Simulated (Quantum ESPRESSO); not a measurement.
# Si2Ni (I4/mmm) in Quantum ESPRESSO: single point with PBEsol

Aim: the single point of Si2Ni with PBEsol.

Everything below comes from runs of Quantum ESPRESSO 7.5. Logs are shortened: lines on timing, memory, paths and dates and some standing lists are left out, and cuts for length are marked.

## (1) Starting point

The structure is tetragonal, space group I4/mmm (No. 139). Conventional cell: a = 3.777 Å, b = 3.777 Å, c = 5.288 Å, α = 90.00°, β = 90.00°, γ = 90.00°. Ni (site symmetry 4/mmm) has 8 Si at 2.31 Å as nearest neighbours. Around Si (site symmetry -4m2) lie 4 Ni at 2.31 Å and 2 Si at 2.64 Å.

The cell was built by a generator and needn't be a form met in nature.

## (2) Single point, PBEsol

Input file pw.in:

```
&CONTROL
  calculation = 'scf'
  prefix = 'pwscf'
  outdir = './tmp'
  pseudo_dir = './pseudo'
  tprnfor = .true.
  tstress = .true.
  disk_io = 'nowf'
/
&SYSTEM
  ibrav = 0
  nat = 3
  ntyp = 2
  ecutwfc = 98
  nbnd = 20
  occupations = 'smearing'
  smearing = 'mp'
  degauss = 0.00734986
/
&ELECTRONS
  conv_thr = 6d-10
  electron_maxstep = 120
  mixing_beta = 0.5
/
ATOMIC_SPECIES
Ni    58.6934 Ni.upf
Si    28.0850 Si.upf
CELL_PARAMETERS angstrom
   0.0000000000    2.6706180600    2.6438583600
   2.6706180600    0.0000000000    2.6438583600
   2.6706180600    2.6706180600    0.0000000000
ATOMIC_POSITIONS crystal
Ni     0.0000000000    0.0000000000    0.0000000000
Si     0.2500000000    0.2500000000    0.2500000000
Si     0.7500000000    0.7500000000    0.7500000000
K_POINTS automatic
16 16 16 0 0 0
```

Potentials or basis: PseudoDojo 0.4.1 SR PBEsol standard.

On the command line:

```bash
$ OMP_NUM_THREADS=1 pw.x -in pw.in > pw.out
```

pw.out:

```text
This program is part of the open-source Quantum ESPRESSO suite
     for quantum simulation of materials; please cite
[... 9 lines left out ...]
     --------------------
     sticks:   dense  smooth     PW     G-vecs:    dense   smooth      PW
     Sum        1373    1373    405                33367    33367    5281

     Using Slab Decomposition

     bravais-lattice index     =            0
     lattice parameter (alat)  =       7.1015  a.u.
     unit-cell volume          =     254.5003 (a.u.)^3
     number of atoms/cell      =            3
     number of atomic types    =            2
     number of electrons       =        26.00
     number of Kohn-Sham states=           20
     kinetic-energy cutoff     =      98.0000  Ry
     charge density cutoff     =     392.0000  Ry
     scf convergence threshold =      6.0E-10
     mixing beta               =       0.5000
     number of iterations used =            8  plain     mixing
     Exchange-correlation= PBESOL
                           (   1   4  10   8   0   0   0)

     celldm(1)=   7.101496  celldm(2)=   0.000000  celldm(3)=   0.000000
     celldm(4)=   0.000000  celldm(5)=   0.000000  celldm(6)=   0.000000

     crystal axes: (cart. coord. in units of alat)
               a(1) = (   0.000000   0.710658   0.703537 )
               a(2) = (   0.710658   0.000000   0.703537 )
               a(3) = (   0.710658   0.710658   0.000000 )

     reciprocal axes: (cart. coord. in units 2 pi/alat)
               b(1) = ( -0.703573  0.703573  0.710694 )
               b(2) = (  0.703573 -0.703573  0.710694 )
               b(3) = (  0.703573  0.703573 -0.710694 )

     PseudoPot. # 1 for Ni read from file:
     Ni.upf
     Pseudo is Norm-conserving + core correction, Zval = 18.0
     Generated using ONCVPSP code by D. R. Hamann
     Using radial grid of 1356 points,  6 beta functions with:
                l(1) =   0
                l(2) =   0
                l(3) =   1
                l(4) =   1
                l(5) =   2
                l(6) =   2

     PseudoPot. # 2 for Si read from file:
     Si.upf
     Pseudo is Norm-conserving + core correction, Zval =  4.0
     Generated using ONCVPSP code by D. R. Hamann
     Using radial grid of 1510 points,  6 beta functions with:
                l(1) =   0
                l(2) =   0
                l(3) =   1
                l(4) =   1
                l(5) =   2
                l(6) =   2

     atomic species   valence    mass     pseudopotential
     Ni               18.00    58.69340     Ni( 1.00)
     Si                4.00    28.08500     Si( 1.00)

     16 Sym. Ops., with inversion, found

   Cartesian axes

     site n.     atom                  positions (alat units)
         1        Ni     tau(   1) = (   0.0000000   0.0000000   0.0000000  )
         2        Si     tau(   2) = (   0.3553291   0.3553291   0.3517687  )
         3        Si     tau(   3) = (   1.0659873   1.0659873   1.0553061  )

     number of k points=   349  Methfessel-Paxton smearing, width (Ry)=  0.0073

     Number of k-points >= 100: set verbosity='high' to print them.

     Dense  grid:    33367 G-vectors     FFT dimensions: (  45,  45,  45)

     Initial potential from superposition of free atoms

     starting charge      25.9986, renormalised to      26.0000
     Starting wfcs are   18 randomized atomic wfcs +    2 random wfcs

     Self-consistent Calculation

     iteration #  1     ecut=    98.00 Ry     beta= 0.50
     Davidson diagonalization with overlap
     ethr =  1.00E-02,  avg # of iterations =  5.2

     total energy              =    -352.21024202 Ry
     estimated scf accuracy    <       0.27932733 Ry

     iteration #  2     ecut=    98.00 Ry     beta= 0.50
     Davidson diagonalization with overlap
     ethr =  1.07E-03,  avg # of iterations =  2.3

     total energy              =    -352.13443781 Ry
     estimated scf accuracy    <       1.50787876 Ry

     iteration #  3     ecut=    98.00 Ry     beta= 0.50
     Davidson diagonalization with overlap
     ethr =  1.07E-03,  avg # of iterations =  2.0

     total energy              =    -352.32271158 Ry
     estimated scf accuracy    <       0.01857286 Ry

     iteration #  4     ecut=    98.00 Ry     beta= 0.50
     Davidson diagonalization with overlap
     ethr =  7.14E-05,  avg # of iterations =  2.8

     total energy              =    -352.32561074 Ry
     estimated scf accuracy    <       0.00032969 Ry

     iteration #  5     ecut=    98.00 Ry     beta= 0.50
     Davidson diagonalization with overlap
     c_bands:  1 eigenvalues not converged
     c_bands:  1 eigenvalues not converged
     ethr =  1.27E-06,  avg # of iterations =  5.2

     total energy              =    -352.32558226 Ry
     estimated scf accuracy    <       0.00020258 Ry

     iteration #  6     ecut=    98.00 Ry     beta= 0.50
     Davidson diagonalization with overlap
     ethr =  7.79E-07,  avg # of iterations =  2.0

     total energy              =    -352.32561655 Ry
     estimated scf accuracy    <       0.00032571 Ry

     iteration #  7     ecut=    98.00 Ry     beta= 0.50
     Davidson diagonalization with overlap
     ethr =  7.79E-07,  avg # of iterations =  1.0

     total energy              =    -352.32562034 Ry
     estimated scf accuracy    <       0.00003385 Ry

     iteration #  8     ecut=    98.00 Ry     beta= 0.50
     Davidson diagonalization with overlap
     ethr =  1.30E-07,  avg # of iterations =  2.0

     total energy              =    -352.32562668 Ry
     estimated scf accuracy    <       0.00000089 Ry

     iteration #  9     ecut=    98.00 Ry     beta= 0.50
     Davidson diagonalization with overlap
     ethr =  3.44E-09,  avg # of iterations =  1.8

     total energy              =    -352.32562673 Ry
     estimated scf accuracy    <       0.00000013 Ry

     iteration # 10     ecut=    98.00 Ry     beta= 0.50
     Davidson diagonalization with overlap
     ethr =  5.07E-10,  avg # of iterations =  2.0

     total energy              =    -352.32562675 Ry
     estimated scf accuracy    <          3.5E-09 Ry

     iteration # 11     ecut=    98.00 Ry     beta= 0.50
     Davidson diagonalization with overlap
     ethr =  1.34E-11,  avg # of iterations =  3.2

     End of self-consistent calculation

     Number of k-points >= 100: set verbosity='high' to print the bands.

     the Fermi energy is    14.1647 ev

!    total energy              =    -352.32562675 Ry
     estimated scf accuracy    <          3.1E-10 Ry
     smearing contrib. (-TS)   =      -0.00001298 Ry
     internal energy E=F+TS    =    -352.32561377 Ry

     The total energy is F=E-TS. E is the sum of the following terms:
     one-electron contribution =    -256.41696510 Ry
     hartree contribution      =     141.72230833 Ry
     xc contribution           =     -48.95064578 Ry
     ewald contribution        =    -188.68031121 Ry

     convergence has been achieved in  11 iterations

     Forces acting on atoms (cartesian axes, Ry/au):

     atom    1 type  1   force =    -0.00000000    0.00000000    0.00000000
     atom    2 type  2   force =     0.00000000    0.00000000    0.00000000
     atom    3 type  2   force =     0.00000000    0.00000000    0.00000000

     Total force =     0.000000     Total SCF correction =     0.000000

     Computing stress (Cartesian axis) and pressure

          total   stress  (Ry/bohr**3)                   (kbar)     P=       63.81
   0.00042086  -0.00000000  -0.00000000           61.91       -0.00       -0.00
   0.00000000   0.00042086   0.00000000            0.00       61.91        0.00
   0.00000000   0.00000000   0.00045952            0.00        0.00       67.60

=------------------------------------------------------------------------------=
   JOB DONE.
=------------------------------------------------------------------------------=
```

Wall time 9.2 min (1 thread of Arm Neoverse V1, shared host); peak memory 0.5 GiB.

Results:

| Property | Result |
| --- | --- |
| Free energy | -4793.6344 eV |
| Pressure | 6.4 GPa |
| Band gap on the k mesh | none (metal or under the smearing width) |

Levels at points of the mesh, in eV from the Fermi level:
```
             k point  band 10  band 11  band 12  band 13  band 14  band 15  band 16  band 17
  (0.00, 0.00, 0.00)    -3.79     0.04     1.67     1.80     1.80     2.09     2.09     2.19
 (0.00, 0.00, -0.50)    -3.61    -3.60    -1.65    -1.57     1.77     1.79     1.82     2.85
(0.00, -0.50, -0.50)    -3.93    -3.90    -3.74    -3.36    -0.36     1.25     7.68     8.49
(-0.50, -0.50, 0.00)    -3.91    -3.91    -3.70    -3.36    -0.43     1.19     7.71     8.60
```
